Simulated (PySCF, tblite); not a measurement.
# C₄H₃F₃O+ (doublet): geometry, infrared bands and EPR parameters

Aim: predict the infrared bands and EPR parameters of C₄H₃F₃O+ (doublet) (`F/C=C(/F)O[CH][CH+]F`).

Computed with tblite 0.8.0 and PySCF 2.14.0, with density-fitted response routines of our own, on a single molecule in the gas phase. Atoms are numbered from 0 throughout.

## 1. The starting structure

11 atoms, charge 1, multiplicity 2; geometry from: force field or distance geometry start.

Bonds of the start (Å): F0–C1 1.34, C1–C2 1.32, C2–F3 1.34, C2–O4 1.39, O4–C5 1.37, C5–C6 1.41, C6–F7 1.34, C1–H8 1.09, C5–H9 1.08, C6–H10 1.07.

## 2. Relaxing the molecule with GFN2-xTB

Job settings and geometry (Å):

```
{"job": {"kind": "relax", "xc": "GFN2-xTB", "basis": "xTB"}, "charge": 1, "multiplicity": 2}
F      2.517900     1.565300    -0.153700
C      2.346000     0.331400     0.333000
C      1.177800    -0.288500     0.381400
F      1.110300    -1.525800     0.887200
O      0.029400     0.335400    -0.093200
C     -1.156900    -0.340400    -0.040400
C     -2.298300     0.324000    -0.538200
F     -3.488500    -0.286400    -0.497300
H      3.289800    -0.086800     0.694300
H     -1.167700    -1.332500     0.384300
H     -2.354400     1.306900    -0.964300
```

On the command line:

```bash
$ OMP_NUM_THREADS=1 python probes_run.py task.json out
```

One launch serves the whole session: the jobs run in the order shown.

The log of the run:

```text
step      E/eV     max force
  0    -755.45802    3.255
  1    -755.70426    1.741
  2    -755.77008    0.581
  3    -755.79250    0.371
  4    -755.80240    0.389
  5    -755.81620    0.356
  6    -755.82386    0.233
  7    -755.82627    0.099
  8    -755.82687    0.085
  9    -755.82734    0.071
 10    -755.82773    0.066
 11    -755.82794    0.035
 12    -755.82809    0.045
 13    -755.82829    0.061
 14    -755.82862    0.067
 15    -755.82897    0.070
 16    -755.82922    0.043
 17    -755.82935    0.032
 18    -755.82945    0.033
 19    -755.82955    0.040
 20    -755.82967    0.033
 21    -755.82979    0.031
 22    -755.82993    0.040
 23    -755.83013    0.041
 24    -755.83034    0.042
 25    -755.83046    0.027
 26    -755.83050    0.017
 27    -755.83052    0.014
 28    -755.83054    0.012
 29    -755.83057    0.015
 30    -755.83059    0.013
 31    -755.83061    0.010
```

Wall time 0.15 s (1 thread of Arm Neoverse V1, shared host).

Step by step:

| step | energy from step 0 (eV) | largest force (eV/Å) |
| --- | --- | --- |
| 0 | 0.0000 | 3.2545 |
| 1 | -0.2462 | 1.7413 |
| 2 | -0.3121 | 0.5810 |
| 3 | -0.3345 | 0.3712 |
| 4 | -0.3444 | 0.3890 |
| 5 | -0.3582 | 0.3565 |
| 6 | -0.3658 | 0.2332 |
| 7 | -0.3682 | 0.0986 |
| 8 | -0.3688 | 0.0848 |
| 9 | -0.3693 | 0.0705 |
| 10 | -0.3697 | 0.0655 |
| 11 | -0.3699 | 0.0347 |
| 12 | -0.3701 | 0.0452 |
| 13 | -0.3703 | 0.0607 |
| 14 | -0.3706 | 0.0673 |
| 15 | -0.3709 | 0.0696 |
| 16 | -0.3712 | 0.0428 |
| 17 | -0.3713 | 0.0316 |
| 18 | -0.3714 | 0.0329 |
| 19 | -0.3715 | 0.0397 |
| 20 | -0.3716 | 0.0335 |
| 21 | -0.3718 | 0.0306 |
| 22 | -0.3719 | 0.0397 |
| 23 | -0.3721 | 0.0408 |
| 24 | -0.3723 | 0.0422 |
| 25 | -0.3724 | 0.0275 |
| 26 | -0.3725 | 0.0168 |
| 27 | -0.3725 | 0.0142 |
| 28 | -0.3725 | 0.0121 |
| 29 | -0.3725 | 0.0150 |
| 30 | -0.3726 | 0.0130 |
| 31 | -0.3726 | 0.0100 |

Distances of close pairs at the start and the end, largest changes first:

| bond | before (Å) | after (Å) | change (Å) |
| --- | --- | --- | --- |
| C2–O4 | 1.390 | 1.311 | -0.079 |
| C5–C6 | 1.411 | 1.362 | -0.049 |
| C1–C2 | 1.323 | 1.371 | +0.047 |
| C6–F7 | 1.338 | 1.294 | -0.044 |
| F0–C1 | 1.338 | 1.298 | -0.040 |
| O4–C5 | 1.366 | 1.335 | -0.031 |
| C2–F3 | 1.338 | 1.316 | -0.022 |
| C6–H10 | 1.073 | 1.087 | +0.014 |

The next job starts from the end point, and lists it.

## 3. Vibrational analysis with GFN2-xTB

Job settings and geometry (Å):

```
{"job": {"kind": "ir", "xc": "GFN2-xTB", "basis": "xTB"}, "charge": 1, "multiplicity": 2}
F      2.445671     1.568173    -0.168266
C      2.350917     0.369862     0.321278
C      1.140588    -0.271992     0.365942
F      1.078721    -1.486764     0.868921
O      0.023682     0.259004    -0.069172
C     -1.162276    -0.353518    -0.033288
C     -2.251062     0.306092    -0.518842
F     -3.413894    -0.261741    -0.495270
H      3.272629    -0.076232     0.684165
H     -1.242923    -1.357503     0.378635
H     -2.236628     1.307290    -0.940902
```

The log of the run:

```text
mode    cm-1     km/mol
  1      96.1      1.23
  2     105.5      1.38
  3     133.3      0.97
  4     197.3      2.33
  5     266.1     15.27
  6     318.0     11.67
  7     318.7     24.55
  8     467.3     20.01
  9     503.2      3.27
 10     545.0     14.45
 11     635.5     15.03
 12     750.0     19.92
 13     781.6      0.05
 14     889.5     56.38
 15     924.6      2.35
 16    1142.4     34.37
 17    1164.7     53.50
 18    1190.0     42.31
 19    1222.4     54.67
 20    1243.3     80.51
 21    1257.9     25.21
 22    1282.4    261.50
 23    1485.2    959.11
 24    1605.2     13.27
 25    3016.0     40.11
 26    3028.3    182.23
 27    3031.9     25.84
```

It took 0.26 s on 1 thread of Arm Neoverse V1, shared host.

Which atoms move in the most intense modes:

| cm⁻¹ | km/mol | atoms |
| --- | --- | --- |
| 890 | 56.4 | H9 58 %, H10 29 % |
| 1165 | 53.5 | H10 59 % |
| 1190 | 42.3 | O4 30 %, C5 24 %, H9 22 %, H10 20 % |
| 1222 | 54.7 | C6 26 %, C5 15 %, H9 14 %, C2 10 % |
| 1243 | 80.5 | H9 49 %, C5 11 % |
| 1282 | 261.5 | C2 52 %, O4 22 % |
| 1485 | 959.1 | C6 29 %, C1 27 %, C2 19 %, C5 14 % |
| 3028 | 182.2 | H8 84 % |

## 4. g tensor and hyperfine couplings: B3LYP/pcH-1

Same as in step 3 but for these lines:

```diff
@@ -1,2 +1,2 @@
-{"job": {"kind": "ir", "xc": "GFN2-xTB", "basis": "xTB"}, "charge": 1, "multiplicity": 2}
+{"job": {"kind": "epr", "basis": "pcH-1"}, "charge": 1, "multiplicity": 2}
 F      2.445671     1.568173    -0.168266
```

With the program's defaults for keys left out, this is: UKS B3LYP, pcH-1 on C F H O, non-relativistic, mean-field spin-orbit, GIAO.

The log of the run:

```text
UKS, coarse grid
  cycle   1  E = -528.46557416  |g| = 6.21e-01
  cycle   2  E = -528.15330903  |g| = 1.14e+00
  cycle   3  E = -528.59597120  |g| = 1.26e-01
  cycle   4  E = -528.59901835  |g| = 9.08e-02
  cycle   5  E = -528.60311390  |g| = 2.34e-02
  cycle   6  E = -528.60335382  |g| = 1.30e-02
  cycle   7  E = -528.60344154  |g| = 3.43e-03
  cycle   8  E = -528.60345979  |g| = 2.86e-03
  cycle   9  E = -528.60346602  |g| = 1.24e-03
  cycle  10  E = -528.60346818  |g| = 3.94e-04
UKS, final grid
  cycle   1  E = -528.60345175  |g| = 5.95e-04
  cycle   2  E = -528.60345131  |g| = 1.17e-03
  cycle   3  E = -528.60345193  |g| = 1.01e-04
  cycle   4  E = -528.60345194  |g| = 6.85e-05
  cycle   5  E = -528.60345195  |g| = 3.77e-05
  cycle   6  E = -528.60345195  |g| = 1.24e-05
E = -528.60345195 Eh   <S^2> = 0.7642 (exact 0.7500)
g shifts (ppm)      1          2          3
  rmc          -261       -261       -261
  gc             -7         57         55
  oz_so         -47       4048       5011
  total        -314       3845       4806
hyperfine (MHz)  atom isotope    a_iso     a_fc   dipolar eigenvalues
    0   19F      88.70      88.70   -192.71   -174.28    366.99
    1   13C      34.10      34.10    -37.93    -36.68     74.61
    2   13C     -27.78     -27.78     -3.09      0.89      2.20
    3   19F       7.57       7.57    -38.60    -33.88     72.48
    4   17O     -26.39     -26.39    -75.15     36.81     38.33
    5   13C     -13.75     -13.75     -5.96     -2.82      8.78
    6   13C      19.93      19.93    -25.25    -23.98     49.23
    7   19F      66.78      66.78   -148.91   -138.79    287.70
    8    1H     -33.13     -33.13    -16.57     -3.01     19.57
    9    1H      -4.52      -4.52     -3.41     -1.95      5.36
   10    1H     -21.18     -21.18     -9.56     -3.01     12.58
```

It took 44 s on 1 thread of Arm Neoverse V1, shared host; peak memory 0.78 GiB.

Principal g values 2.00201, 2.00616, 2.00712; g(iso) = 2.00510, against 2.00232 for a free electron.

Hyperfine couplings, nucleus by nucleus at this fixed geometry (no averaging over rotations):

| nuclei | isotope | a(iso) (MHz) | a(iso) (G, at g = 2.0023) | largest dipolar term (MHz) |
| --- | --- | --- | --- | --- |
| F0 | 19F | 88.7 | 31.7 | 367.0 |
| F7 | 19F | 66.8 | 23.8 | 287.7 |
| C1 | 13C | 34.1 | 12.2 | 74.6 |
| H8 | 1H | -33.1 | -11.8 | 19.6 |
| C2 | 13C | -27.8 | -9.9 | -3.1 |
| O4 | 17O | -26.4 | -9.4 | -75.1 |
| H10 | 1H | -21.2 | -7.6 | 12.6 |
| C6 | 13C | 19.9 | 7.1 | 49.2 |
| C5 | 13C | -13.7 | -4.9 | 8.8 |
| F3 | 19F | 7.6 | 2.7 | 72.5 |
| H9 | 1H | -4.5 | -1.6 | 5.4 |

Mulliken spin populations:

| atom | value (e) |
| --- | --- |
| F0 | 0.07 |
| C1 | 0.40 |
| C2 | 0.01 |
| F3 | 0.01 |
| O4 | 0.19 |
| C5 | 0.04 |
| C6 | 0.27 |
| F7 | 0.05 |
| H8 | -0.02 |
| H9 | 0.00 |
| H10 | -0.01 |

In first order the couplings over 0.8 MHz of 19F, 1H give 64 distinct lines over 79.2 G.

The fields below are evaluated on a grid from the run's orbitals.

ELF in a plane through or near 11 of the atoms.

Values, 10 rows by 14 columns:
```
0.00 0.00 0.00 0.00 0.00 0.00 0.00 0.00 0.00 0.00 0.00 0.00 0.00 0.00
0.00 0.00 0.00 0.00 0.00 0.01 0.00 0.00 0.00 0.00 0.00 0.00 0.00 0.00
0.00 0.00 0.00 0.00 0.13 0.54 0.50 0.01 0.76 0.28 0.00 0.00 0.00 0.00
0.00 0.00 0.00 0.06 0.22 0.81 0.87 0.04 1.00 0.87 0.03 0.11 0.00 0.00
0.00 0.00 0.81 0.99 0.16 0.40 0.39 0.18 0.50 0.32 0.54 0.79 0.07 0.00
0.00 0.00 0.72 0.96 0.94 0.84 0.72 0.23 0.39 0.38 0.69 0.88 0.20 0.00
0.00 0.00 0.00 0.16 0.76 0.21 0.38 0.86 0.02 0.96 0.86 0.08 0.01 0.00
0.00 0.00 0.00 0.54 0.81 0.68 0.00 0.07 0.01 0.99 0.99 0.01 0.00 0.00
0.00 0.00 0.00 0.03 0.11 0.05 0.00 0.00 0.00 0.11 0.06 0.00 0.00 0.00
0.00 0.00 0.00 0.00 0.00 0.00 0.00 0.00 0.00 0.00 0.00 0.00 0.00 0.00
```
The map spans 12.1 Å across and 8.5 Å up, centred on the molecule. Atoms in the plane (x, y in Å): F0 (-2.4, -1.6), C1 (-2.4, -0.3), C2 (-1.2, 0.3), F3 (-1.2, 1.7), O4 (0.0, -0.3), C5 (1.2, 0.3), C6 (2.3, -0.4), F7 (3.5, 0.2), H8 (-3.3, 0.2), H9 (1.2, 1.4), H10 (2.3, -1.5).

On the surface of density 0.002 e/bohr³ the electrostatic potential runs, from the 1st to the 99th percentile, from 3.20 V near F7 to 6.32 V near C2.

The spin density lies nearest to C1 28 %; C6 19 %; O4 18 %; F0, F7 about 7 % each.

## 5. What came out

```
                                 quantity                  value
strongest single infrared mode (GFN2-xTB)  1485 cm⁻¹, 959 km/mol
             zero-point energy (GFN2-xTB)          39.5 kcal/mol
                           g(iso) (B3LYP)                2.00510
                                     ⟨S²⟩     0.764 (exact 0.75)
                           largest a(iso)    19F on F0, 88.7 MHz
```

In words: Over 31 steps the energy fell by 0.373 eV; of the close pairs, C2–O4 changed most, 1.390 to 1.311 Å. All 27 modes are real, so the xTB geometry is a minimum. The strongest single mode, at 1485 cm⁻¹, is spread over several atoms, C6, C1, C2, C5 among them. Unscaled tight-binding wavenumbers are off by several per cent, some by more. Its intensities can rank the bands wrongly. C1 carries the largest spin population, 0.40 e. The isotropic g lies 2.8 ppt above the free-electron value.
